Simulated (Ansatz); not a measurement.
Here is an Ansatz 0.2.0 calculation.

The input input.yaml:

```yaml
crystal:
  lattice:
    - [2.4227077728, 1.3987509848, 3.3172919545]
    - [-2.4227077728, 1.3987509848, 3.3172919545]
    - [0.0, -2.7975019696, 3.3172919545]
  atoms:
    - { symbol: Bi, position: [0.5, 0.5, 0.5] }
    - { symbol: Te, position: [0.0, 0.0, 0.0] }
hamiltonian:
  xc: pbesol
  pseudopotentials: { kind: paw }
kpoints:
  mp_grid: { grid: [6, 6, 6] }
scf:
  occupations: { method: fermi_dirac, width: 0.05 }
  n_extra_bands: 6
output:
  forces: true
  stress: true
  eigenvalues: true
  dos: { projected: false, de: 0.05, nscf_kmesh: { grid: [9, 9, 9] } }
```

Potentials or basis: Ansatz PAW.

Command:

```sh
$ ansatz run input.yaml --threads 2 --pin off --max-ram 5632MiB --backend cpu --events-out ev --progress --plain --runs-dir out
```

Problem. What does it give for the pressure?

Solution. -2.5 GPa.

Problem. Predict the band gap on the k mesh.

Solution. None (metal or under the smearing width).

States per cell in windows of 0.5 eV (zero at the Fermi level; states under -8 eV left out):
```tsv
from (eV)	total
-8.0	0.00
-7.5	0.00
-7.0	0.00
-6.5	0.00
-6.0	0.00
-5.5	0.17
-5.0	0.41
-4.5	0.79
-4.0	0.80
-3.5	0.82
-3.0	0.96
-2.5	1.05
-2.0	0.76
-1.5	0.25
-1.0	0.17
-0.5	0.59
0.0	0.76
0.5	0.66
1.0	0.62
1.5	0.64
2.0	0.77
2.5	0.85
3.0	0.70
3.5	0.56
4.0	0.56
4.5	0.50
5.0	0.44
5.5	0.42
6.0	0.42
6.5	0.68
7.0	0.66
7.5	0.74
```

Caveat: spin-orbit coupling is left out, which moves the levels of the heavy elements; the PAW data sets come from PBE, with cores solved anew for the run's functional, which leaves a small shift of forces and pressure.
